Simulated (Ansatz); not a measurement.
# CH₄O₂Si: up Jacob's ladder to CCSD(T)

An exercise on one series of results from a longer session: the logs are not shown, and one member is left open.

Method: functionals in def2-TZVPP, the program's frozen cores in correlated methods; program: Ansatz 0.2.0, Gaussian basis.

The runs, in order: LDA (SPW92), PBE-D4, revPBE-D4, BLYP-D4, r2SCAN-D4, B97M-V, PBE0-D4, B3LYP-D4, r2SCANh-D4, r2SCAN0-D4, HSE06-D4, BHLYP-D4, CAM-B3LYP-D4, LC-ωPBE, ωB97X-V, ωB97M-V, B2PLYP, PBE-QIDH; CCSD(T)/def2-SVP; CCSD(T)/def2-TZVPP; MP2/def2-QZVPP; extrapolation to the limit; RPA on PBE.

**The relaxed structure**

All runs share one geometry, relaxed beforehand with PBE0-D4 in a triple-zeta def2 set.

SMILES `O=CO[SiH3]`, 8 atoms, charge 0, spin multiplicity 1.

Atoms are counted from 1 here; the program's logs count them from 0.

Bond lengths: O1–C2 1.198 Å, C2–O3 1.330 Å, C2–H5 1.099 Å, O3–Si4 1.698 Å, Si4–H6 1.479 Å, Si4–H7 1.479 Å, Si4–H8 1.479 Å. Angles: O1–C2–O3 124.3°, O1–C2–H5 124.4°, O3–C2–H5 111.4°, C2–O3–Si4 117.6°, O3–Si4–H6 102.8°, O3–Si4–H7 110.2°, O3–Si4–H8 110.2°, H6–Si4–H7 110.9°, H6–Si4–H8 110.9°, H7–Si4–H8 111.7°.

Set-up of the first run:

in.yaml reads:

```yaml
crystal:
  periodic: [false, false, false]
  atoms:
    - {symbol: O, position_ang: [1.337047, -0.236372, 1.278216]}
    - {symbol: C, position_ang: [1.440633, 0.308581, 0.216820]}
    - {symbol: O, position_ang: [0.447523, 0.437913, -0.658683]}
    - {symbol: Si, position_ang: [-1.063326, -0.214129, -0.238184]}
    - {symbol: H, position_ang: [2.367431, 0.765393, -0.158201]}
    - {symbol: H, position_ang: [-1.898063, 0.108479, -1.415721]}
    - {symbol: H, position_ang: [-0.953771, -1.677537, -0.055332]}
    - {symbol: H, position_ang: [-1.585276, 0.450570, 0.975384]}
basis:
  gaussian: {orbitals: def2-TZVPP}
hamiltonian: {xc: lda}
output: {orbitals: {seedname: orbitals}}
```

On the command line:

```
$ ansatz run in.yaml --threads 2 --pin off --events-out ev --progress --plain --max-ram 4352MiB
```

Among the steps run: LDA; PBE-D4 (GGA); revPBE-D4 (GGA); BLYP-D4 (GGA); r2SCAN-D4 (meta-GGA); B97M-V (meta-GGA); PBE0-D4 (hybrid); B3LYP-D4 (hybrid); r2SCANh-D4 (hybrid); r2SCAN0-D4 (hybrid); HSE06-D4 (hybrid); BHLYP-D4 (hybrid); CAM-B3LYP-D4 (range-separated); LC-ωPBE (range-separated); ωB97X-V (range-separated); ωB97M-V (range-separated); B2PLYP (double hybrid); PBE-QIDH (double hybrid).

One table of the session follows, with a row left open; its other results are not shown here.

It belongs to the step «Orbital energies across the functionals». 

| functional | HOMO (eV) | gap (eV) |
| --- | --- | --- |
| LDA (SPW92) | -7.16 | 5.32 |
| PBE-D4 | -6.96 | 5.41 |
| revPBE-D4 | -6.89 | 5.44 |
| BLYP-D4 | -6.88 | 5.43 |
| r2SCAN-D4 | -7.30 | 6.02 |
| B97M-V | -7.47 | 6.26 |
| PBE0-D4 | -8.63 | 8.26 |
| B3LYP-D4 | -8.38 | 7.70 |
| r2SCANh-D4 | -7.93 | 7.08 |
| r2SCAN0-D4 | ? | ? |
| HSE06-D4 | -8.22 | 7.45 |
| BHLYP-D4 | -10.28 | 11.14 |
| CAM-B3LYP-D4 | -10.13 | 10.95 |
| LC-ωPBE | -11.45 | 13.58 |
| ωB97X-V | -11.12 | 13.17 |
| ωB97M-V | -11.08 | 12.84 |

Q: Estimate the row for r2SCAN0-D4 from the others.

Worked estimate for «HOMO (eV)». Against the share of exact exchange, r2SCAN-D4 (0, -7.30), r2SCANh-D4 (0.1, -7.93) give a slope of -6.30 per unit share; at 0.25 the line stands at -8.87.

As computed: HOMO (eV): -8.89; gap (eV): 8.68. In «HOMO (eV)» the line misses by +0.02.
